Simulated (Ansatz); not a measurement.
From input file to script: H7NOSi2, SMILES O[SiH2]N[SiH3] in Ansatz 0.2.0.

```yaml
crystal:
  periodic: [false, false, false]
  atoms:
    - { symbol: O, position_ang: [-0.8114, 1.6406, -1.2431] }
    - { symbol: Si, position_ang: [-0.1497, 1.2735, 0.1495] }
    - { symbol: "N", position_ang: [0.7639, -0.1244, -0.1706] }
    - { symbol: Si, position_ang: [-0.0976, -1.5409, 0.2054] }
    - { symbol: H, position_ang: [-0.3589, 1.3236, -2.0196] }
    - { symbol: H, position_ang: [-1.0625, 1.101, 1.2623] }
    - { symbol: H, position_ang: [0.8663, 2.3139, 0.5201] }
    - { symbol: H, position_ang: [1.6331, -0.1425, 0.3882] }
    - { symbol: H, position_ang: [0.7307, -2.6553, -0.1132] }
    - { symbol: H, position_ang: [-1.3635, -1.5866, -0.6163] }
    - { symbol: H, position_ang: [-0.3252, -1.576, 1.6453] }
accuracy: high
basis:
  gaussian:
    orbitals: def2-SVP
hamiltonian:
  xc: hf
scf:
  lower_state_search: standard
relax:
  f_tol: 0.005
  max_steps: 100
```

`h7nosi2_opt.py`:
```python
"""Relax the H7NOSi2 molecule."""

import ansatz as az
import numpy as np

geometry_ang = [
    ("O", (-0.8114, 1.6406, -1.2431)),
    ("Si", (-0.1497, 1.2735, 0.1495)),
    ("N", (0.7639, -0.1244, -0.1706)),
    ("Si", (-0.0976, -1.5409, 0.2054)),
    ("H", (-0.3589, 1.3236, -2.0196)),
    ("H", (-1.0625, 1.101, 1.2623)),
    ("H", (0.8663, 2.3139, 0.5201)),
    ("H", (1.6331, -0.1425, 0.3882)),
    ("H", (0.7307, -2.6553, -0.1132)),
    ("H", (-1.3635, -1.5866, -0.6163)),
    ("H", (-0.3252, -1.576, 1.6453)),
]
system = az.Crystal.molecule()
for symbol, xyz in geometry_ang:
    system = system.atom(symbol, xyz)

calculation = (
    system.calculation()
    .basis(gaussian="def2-SVP")
    .functional("hf")
    .accuracy("high")
    .scf(lower_state_search="standard")
)
symbols = [site.symbol for site in system.cartesian_sites]
start = np.array([site.position_ang for site in system.cartesian_sites], dtype=float)
def progress(event):
    if event["event"] == "relax_step":
        row = event["data"]
        print(f"step {row['step']:3d}  E = {row['lagrangian_ev']:.6f} eV  max force {row['allowed_force_max_ev_ang']:.4f} eV/A")


r = calculation.relax(force_tolerance=0.005, max_steps=100).session().plan().execute(on_event=progress).report
end = np.array(r["positions_ang"])

print("reference energy %16.6f eV" % r["reference_energy_ev"])
print("total energy     %16.6f eV" % r["free_energy_ev"])
print("occupied (up, down):", r["n_occupied"], " virtual:", r["n_virtual"], " frozen:", r["n_frozen"])

print("bond        before    after (A)")
for i, j in [(0, 1), (0, 4), (1, 2), (1, 5), (1, 6), (2, 3), (2, 7), (3, 8), (3, 9), (3, 10)]:
    d0, d1 = (np.linalg.norm(xyz[i] - xyz[j]) for xyz in (start, end))
    print(f"{symbols[i]}{i}-{symbols[j]}{j}".ljust(10), f"{d0:8.4f} {d1:8.4f}")

charges = r["charge_distribution"]
print("dipole moment", round(4.803205 * float(np.linalg.norm(charges["dipole_moment_e_ang"])), 3), "D")
print("Mulliken:", [(s, round(q, 3)) for s, q in zip(symbols, charges["mulliken_charges_e"])])
```

Output of `python h7nosi2_opt.py`:
```text
step   1  E = -19348.193962 eV  max force 2.3328 eV/A
step   2  E = -19348.711219 eV  max force 0.9941 eV/A
step   3  E = -19348.845747 eV  max force 0.5477 eV/A
step   4  E = -19348.888730 eV  max force 0.9735 eV/A
step   5  E = -19348.929268 eV  max force 0.7669 eV/A
step   6  E = -19348.945703 eV  max force 0.0827 eV/A
step   7  E = -19348.949823 eV  max force 0.0438 eV/A
step   8  E = -19348.951042 eV  max force 0.2180 eV/A
step   9  E = -19348.955235 eV  max force 0.0908 eV/A
step  10  E = -19348.958874 eV  max force 0.0180 eV/A
step  11  E = -19348.959588 eV  max force 0.2152 eV/A
step  12  E = -19348.963221 eV  max force 0.0542 eV/A
step  13  E = -19348.964446 eV  max force 0.0477 eV/A
step  14  E = -19348.965286 eV  max force 0.0270 eV/A
step  15  E = -19348.965579 eV  max force 0.0995 eV/A
step  16  E = -19348.966219 eV  max force 0.0387 eV/A
step  17  E = -19348.966228 eV  max force 0.0688 eV/A
step  18  E = -19348.966520 eV  max force 0.0043 eV/A
step  19  E = -19348.966540 eV  max force 0.0088 eV/A
step  20  E = -19348.966557 eV  max force 0.0050 eV/A
step  21  E = -19348.966563 eV  max force 0.0035 eV/A
reference energy    -19348.966563 eV
total energy        -19348.966563 eV
occupied (up, down): [25, 25]  virtual: [74, 74]  frozen: 0
bond        before    after (A)
O0-Si1       1.5849   1.6510
O0-H4        0.9530   0.9439
Si1-N2       1.7004   1.7313
Si1-H5       1.4496   1.4713
Si1-H6       1.5007   1.4807
N2-Si3       1.7000   1.7386
N2-H7        1.0335   1.0048
Si3-H8       1.4246   1.4843
Si3-H9       1.5099   1.4796
Si3-H10      1.4582   1.4830
dipole moment 2.245 D
Mulliken: [('O', -0.555), ('Si', 1.057), ('N', -0.807), ('Si', 0.805), ('H', 0.203), ('H', -0.183), ('H', -0.199), ('H', 0.177), ('H', -0.174), ('H', -0.156), ('H', -0.168)]
```

What to keep in mind:
- The settings weren't tested for convergence.
- The end point is the stationary point reached from this start; no frequency run checks that it is a minimum, and the basis set is modest.
- Finished in 2.1 min on 1 thread of Arm Neoverse V2, with other jobs on the host, peak memory 0.41 GiB.

(Lines on the test bed's own set-up are left out of the output.)
